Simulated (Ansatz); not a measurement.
# C2H7BSi: the cost of one run

Program: Ansatz 0.2.0, Gaussian basis. Level of theory: the settings change from run to run. These are calculated values, not measurements.

## 1. The relaxed structure

An earlier PBE0-D4 in a triple-zeta def2 set relaxation fixed the geometry.

11 atoms, charge 0, spin multiplicity 1.

Atoms are counted from 1 here; the program's logs count them from 0.

Bond lengths: B1–Si2 2.090 Å, B1–C3 1.667 Å, B1–C4 1.591 Å, B1–H5 1.189 Å, B1–H6 1.280 Å, Si2–C3 1.768 Å, Si2–H7 1.481 Å, Si2–H8 1.478 Å, C3–C4 1.487 Å, C3–H9 1.081 Å, C4–H10 1.085 Å, C4–H11 1.086 Å. Angles: Si2–B1–C3 54.8°, Si2–B1–C4 93.2°, Si2–B1–H5 127.2°, Si2–B1–H6 59.2°, C3–B1–C4 54.2°, C3–B1–H5 126.5°, C3–B1–H6 108.8°, C4–B1–H5 132.4°, C4–B1–H6 109.6°, H5–B1–H6 112.4°, B1–Si2–C3 50.3°, B1–Si2–H7 118.5°, B1–Si2–H8 117.1°, C3–Si2–H7 124.3°, C3–Si2–H8 119.5°, H7–Si2–H8 112.7°, B1–C3–Si2 74.9°, B1–C3–C4 60.3° and more.

## 2. MP2/x2c-TZVPPall

Set apart from the defaults: atoms shaken by 0.15 Å, a point charge of 1.00 e beside it.

in.yaml

```yaml
crystal:
  periodic: [false, false, false]
  atoms:
    - {symbol: B, position_ang: [-0.230608, 0.795040, -0.357331]}
    - {symbol: Si, position_ang: [-0.522502, -0.414143, 1.043087]}
    - {symbol: C, position_ang: [-0.122455, -0.550551, -0.356021]}
    - {symbol: C, position_ang: [1.343592, 0.362170, -1.314718]}
    - {symbol: H, position_ang: [-1.233264, 1.635106, -0.842878]}
    - {symbol: H, position_ang: [0.082595, 1.313812, 0.975361]}
    - {symbol: H, position_ang: [0.707844, -0.356043, 2.309370]}
    - {symbol: H, position_ang: [-1.803622, -0.836794, 1.614614]}
    - {symbol: H, position_ang: [-0.636135, -1.464820, -1.203589]}
    - {symbol: H, position_ang: [0.949918, -0.117912, -2.367052]}
    - {symbol: H, position_ang: [1.741488, 0.246647, -0.314033]}
basis:
  gaussian: {orbitals: x2c-TZVPPall, point_charges: [{charge: 1.00, position_ang: [6.470, 0.873, -0.154]}]}
hamiltonian: {xc: {name: HF}}
correlation: {method: mp2}
output: {forces: true}
```

Launch:

```sh
$ ansatz run in.yaml --threads 2 --pin off --events-out ev --progress --plain --max-ram 4352MiB
```

Q: Estimate wall time and peak memory on 2 threads of Arm Neoverse V1, shared host.

About 14 s, with a peak of 0.66 GiB.
